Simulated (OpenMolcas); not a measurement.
**Xe⁶⁺: CASSCF and CASPT2 terms and fine-structure levels**

Which level of Xe⁶⁺ lies lowest, and where do the others fall? The reference wave functions come first, then spin-orbit coupling, then second-order correlation under several settings.

Method: state-averaged CASSCF and CASPT2, spin-orbit coupling by RASSI with atomic mean-field integrals. Code: OpenMolcas 26.06.

## Step 1: The atom as given

| Quantity | Value |
| --- | --- |
| Species | Xe⁶⁺ (xenon, Z = 54, 48 electrons) |
| Basis | ANO-R3 [8s7p5d4f3g2h], 131 functions |
| Scalar Hamiltonian | X2C, finite nucleus |
| Inactive shells | 1s 2s 2p 3s 3p 3d 4s 4p 4d |
| Active space | 2 electrons in 8 orbitals (5s 5p 6s 6p) |
| Some configurations of this space | 5p2, 5s 5p, 5s2 |
| Orbitals | optimised for the ground-state spin in each parity, averaged over the low roots |

The outer shells:

5p2
```
5p [↑ ][↑ ][  ]
```

5s 5p
```
5s [↑ ]
5p [↑ ][  ][  ]
```

5s2
```
5s [↑↓]
```

Each step is its own input file, run in one work folder so that later steps find the files of earlier ones. Labels, J, g values, rates, χT and fits are worked out afterwards by a script from the matrices that RASSI stores.

## Step 2: Basis and integrals

Input file a.inp:

```
&GATEWAY
Coord
1

Xe 0.0 0.0 0.0
Basis=ANO-R3
Group=XYZ
NoMove
AngMom=0.0 0.0 0.0
AMFI
&SEWARD
```

Launch:

```sh
OMP_NUM_THREADS=1 MOLCAS_MEM=2252 MOLCAS_PROJECT=a pymolcas a.inp > a.log
```

## Step 3: A small preliminary run for start orbitals

Input file a.inp:

```
&RASSCF
FileOrb=start.orb
Symmetry=1
Spin=3
nActEl=2 0 0
Inactive=14 9
Ras2=1 3
CIRoot=3 3 1
SDav=3
CIMx=300
Iter=120 100
PrWF=0.3
OrbListing=Nothing
MaxOrb=0
Atom
>>> COPY $Project.JobIph JOBPRE
```

## Step 4: Reference wave functions, singlets of even parity, 1 root

Input file a.inp:

```
&RASSCF
FileOrb=start.orb
Symmetry=1
Spin=1
nActEl=2 0 0
Inactive=14 9
Ras2=2 6
CIRoot=1 1 1
SDav=24
CIMx=300
Iter=120 100
PrWF=0.3
OrbListing=Nothing
MaxOrb=0
Atom
>>> COPY $Project.JobIph JOB001
```

## Step 5: CASSCF: singlets of odd parity, 3 roots

Input file a.inp:

```
&RASSCF
FileOrb=start.orb
Symmetry=2
Spin=1
nActEl=2 0 0
Inactive=14 9
Ras2=2 6
CIRoot=3 3 1
SDav=12
CIMx=300
Iter=120 100
PrWF=0.3
OrbListing=Nothing
MaxOrb=0
Atom
>>> COPY $Project.JobIph JOB002
```

## Step 6: Reference wave functions, triplets of odd parity, 12 roots

Input file a.inp:

```
&RASSCF
FileOrb=start.orb
Symmetry=2
Spin=3
nActEl=2 0 0
Inactive=14 9
Ras2=2 6
CIRoot=12 12 1
SDav=12
CIMx=300
Iter=120 100
PrWF=0.3
OrbListing=Nothing
MaxOrb=0
Atom
CIOnly
>>> COPY $Project.JobIph JOB003
```

## Step 7: RASSI: spin-orbit coupling between the states

Input file a.inp:

```
&RASSI
NrOfJobIphs=3 1 3 3
1
1 2 3
1 2 3
IphNames
JOB001
JOB002
JOB003
EJob
SpinOrbit
DIPRint=1.0
SOCoupling=1000.0
Subsets=2
MEES
Property=10
'ANGMOM' 1 'ANGMOM' 2 'ANGMOM' 3 'MLTPL  1' 1 'MLTPL  1' 2 'MLTPL  1' 3
'AMFI' 1 'AMFI' 2 'AMFI' 3 'MLTPL  2' 6
SOProperty=3
'ANGMOM' 1 'ANGMOM' 2 'ANGMOM' 3
```

## Step 8: CASPT2: IPEA 0.2, real shift 0.5 (closed shells correlated: none)

Input file a.inp:

```
>>> COPY JOB001 $Project.JobIph
&CASPT2
Multistate=1 1
Frozen=14 9
IPEA=0.2
Shift=0.5
MaxIter=60
WThr=0.0 0.3 0.05
PrWF=0.5
NoMix
>>> COPY JOB002 $Project.JobIph
&CASPT2
Multistate=3 1 2 3
Frozen=14 9
IPEA=0.2
Shift=0.5
MaxIter=60
WThr=0.0 0.3 0.05
PrWF=0.5
NoMix
>>> COPY JOB003 $Project.JobIph
&CASPT2
Multistate=3 1 2 3
Frozen=14 9
IPEA=0.2
Shift=0.5
MaxIter=60
WThr=0.0 0.3 0.05
PrWF=0.5
NoMix
```

## Step 9: CASPT2: IPEA 0.3, imaginary shift 0.3 (closed shells correlated: 4d)

Input file a.inp:

```
>>> COPY JOB001 $Project.JobIph
&CASPT2
Multistate=1 1
Frozen=9 9
IPEA=0.3
Imaginary=0.3
MaxIter=60
WThr=0.0 0.3 0.05
PrWF=0.5
NoMix
>>> COPY JOB002 $Project.JobIph
&CASPT2
Multistate=3 1 2 3
Frozen=9 9
IPEA=0.3
Imaginary=0.3
MaxIter=60
WThr=0.0 0.3 0.05
PrWF=0.5
NoMix
>>> COPY JOB003 $Project.JobIph
&CASPT2
Multistate=3 1 2 3
Frozen=9 9
IPEA=0.3
Imaginary=0.3
MaxIter=60
WThr=0.0 0.3 0.05
PrWF=0.5
NoMix
```

## Step 10: CASPT2: IPEA 0.2, sigma2 regulariser 0.1 (closed shells correlated: none)

Input file a.inp:

```
>>> COPY JOB001 $Project.JobIph
&CASPT2
Multistate=1 1
Frozen=14 9
IPEA=0.2
Sig2=0.1
MaxIter=60
WThr=0.0 0.3 0.05
PrWF=0.5
NoMix
>>> COPY JOB002 $Project.JobIph
&CASPT2
Multistate=3 1 2 3
NoMult
Frozen=14 9
IPEA=0.2
Sig2=0.1
MaxIter=60
WThr=0.0 0.3 0.05
PrWF=0.5
NoMix
>>> COPY JOB003 $Project.JobIph
&CASPT2
Multistate=3 1 2 3
NoMult
Frozen=14 9
IPEA=0.2
Sig2=0.1
MaxIter=60
WThr=0.0 0.3 0.05
PrWF=0.5
NoMix
```

(Steps that only read results are left out.)

Q: Predict the outcome of this session. Wanted: lowest level; first excited level; strongest of the lines computed, by gA, at SS-CASPT2 energies.

**Answer**, as computed:

```
                                                     quantity                                                                 value
                                                       method  SS-CASPT2, IPEA 0.2, real shift 0.5 (closed shells correlated: none)
                                                 lowest level                                           5s2 1S0, 100 % of that term
                                  ground level listed by NIST                                                                   1S0
                                          first excited level                                              5s 5p 3P* 0 at 11.502 eV
strongest of the lines computed, by gA, at SS-CASPT2 energies                     5s 5p 1P* 1 → 5s2 1S0, 68.09 nm, A = 1.01e+10 s⁻¹
```

What each method costs and misses:

```csv
method,time of its own steps,time with the reference,mean absolute difference from the measured levels (cm-1)
A. CASSCF,39 s,39 s,5300
"B. SS-CASPT2, IPEA 0.2, real shift 0.5, +none",4 s,43 s,4000
"C. SS-CASPT2, IPEA 0.3, imaginary shift 0.3, +4d",7.4 s,46 s,1400
"D. SS-CASPT2, IPEA 0.2, sigma2 regulariser 0.1, +none",4.1 s,43 s,4000
```

Times are of one thread on a shared host.

What this shows: Method C lies closest to the measured levels (1400 cm⁻¹ on average) and A farthest (5300). Only the configurations of the active space and the roots asked for are present. The triplets rest on orbitals optimised for another spin in at least one step, which raises them against the optimised states. Not all states of the active space went into the spin-orbit step. The levels of the extra active shells were not computed. No d shell is active. Only valence configurations of the active space appear, up to the ionisation limit; * or ° marks odd parity.
